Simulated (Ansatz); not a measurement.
# C2H6BF: basis-set convergence

The task here is to estimate one member of a computed series from the others.

Program: Ansatz 0.2.0, Gaussian basis. Level of theory: one geometry, several basis sets. These are calculated values, not measurements.

Levels to be run: PBE0-D4/def2-SVP; ωB97M-V/def2-SVP; PBE0-D4/def2-QZVPP; ωB97M-V/def2-QZVPP; the functionals' def2-TZVPP values are taken from earlier runs.

### The relaxed structure

The geometry comes from an earlier relaxation with PBE0-D4 in a triple-zeta def2 set; it is a stationary point, not always the lowest conformer.

SMILES `CBCF`, 10 atoms, charge 0, spin multiplicity 1.

Atoms are counted from 1 here; the program's logs count them from 0.

Bond lengths: C1–B2 1.556 Å, C1–H5 1.097 Å, C1–H6 1.092 Å, C1–H7 1.097 Å, B2–C3 1.557 Å, B2–H8 1.198 Å, C3–F4 1.387 Å, C3–H9 1.101 Å, C3–H10 1.101 Å. Angles: B2–C1–H5 109.4°, B2–C1–H6 115.7°, B2–C1–H7 109.5°, H5–C1–H6 108.5°, H5–C1–H7 104.6°, H6–C1–H7 108.6°, C1–B2–C3 120.1°, C1–B2–H8 120.2°, C3–B2–H8 119.6°, B2–C3–F4 115.7°, B2–C3–H9 109.5°, B2–C3–H10 109.7°, F4–C3–H9 108.1°, F4–C3–H10 108.1°, H9–C3–H10 105.3°.

Geometry (Å):

```
C    -0.5305    1.2377    0.2172
B     0.0069    0.0294   -0.6032
C     0.5372   -1.2383    0.1283
F     0.9945   -2.2592   -0.6915
H    -1.5645    1.4497   -0.0814
H    -0.4992    1.1248    1.3032
H     0.0262    2.1424   -0.0559
H     0.0132    0.0684   -1.8008
H    -0.2541   -1.6485    0.7752
H     1.3536   -0.9577    0.8117
```

Set-up of the first run:

The input, in.yaml:

```yaml
crystal:
  periodic: [false, false, false]
  atoms:
    - {symbol: C, position_ang: [-0.530530, 1.237727, 0.217189]}
    - {symbol: B, position_ang: [0.006879, 0.029355, -0.603216]}
    - {symbol: C, position_ang: [0.537201, -1.238323, 0.128322]}
    - {symbol: F, position_ang: [0.994537, -2.259180, -0.691479]}
    - {symbol: H, position_ang: [-1.564546, 1.449732, -0.081366]}
    - {symbol: H, position_ang: [-0.499238, 1.124819, 1.303203]}
    - {symbol: H, position_ang: [0.026172, 2.142387, -0.055902]}
    - {symbol: H, position_ang: [0.013207, 0.068449, -1.800753]}
    - {symbol: H, position_ang: [-0.254084, -1.648485, 0.775171]}
    - {symbol: H, position_ang: [1.353603, -0.957681, 0.811728]}
basis:
  gaussian: {orbitals: def2-SVP}
hamiltonian: {xc: pbe0, dispersion: d4}
output: {orbitals: {seedname: orbitals}}
```

Started as:

```
$ ansatz run in.yaml --threads 2 --pin off --events-out ev --progress --plain --max-ram 4352MiB
```

Among the steps run: PBE0-D4 in def2-SVP; ωB97M-V in def2-SVP; PBE0-D4 in def2-QZVPP; ωB97M-V in def2-QZVPP.

One of the session's tables, all rows but one given; the rest of the session is left out.

It belongs to the step «Functionals by basis». 

| functional | basis | HOMO (eV) |
| --- | --- | --- |
| PBE0-D4 | def2-SVP | -8.48 |
| PBE0-D4 | def2-TZVPP | ? |
| PBE0-D4 | def2-QZVPP | -8.67 |
| ωB97M-V | def2-SVP | -10.85 |
| ωB97M-V | def2-TZVPP | -11.02 |
| ωB97M-V | def2-QZVPP | -11.05 |

Estimate the missing values for PBE0-D4, def2-TZVPP.

The run gave: HOMO (eV): -8.64. In the column «HOMO (eV)» it lies between PBE0-D4, def2-QZVPP (-8.67) and PBE0-D4, def2-SVP (-8.48).
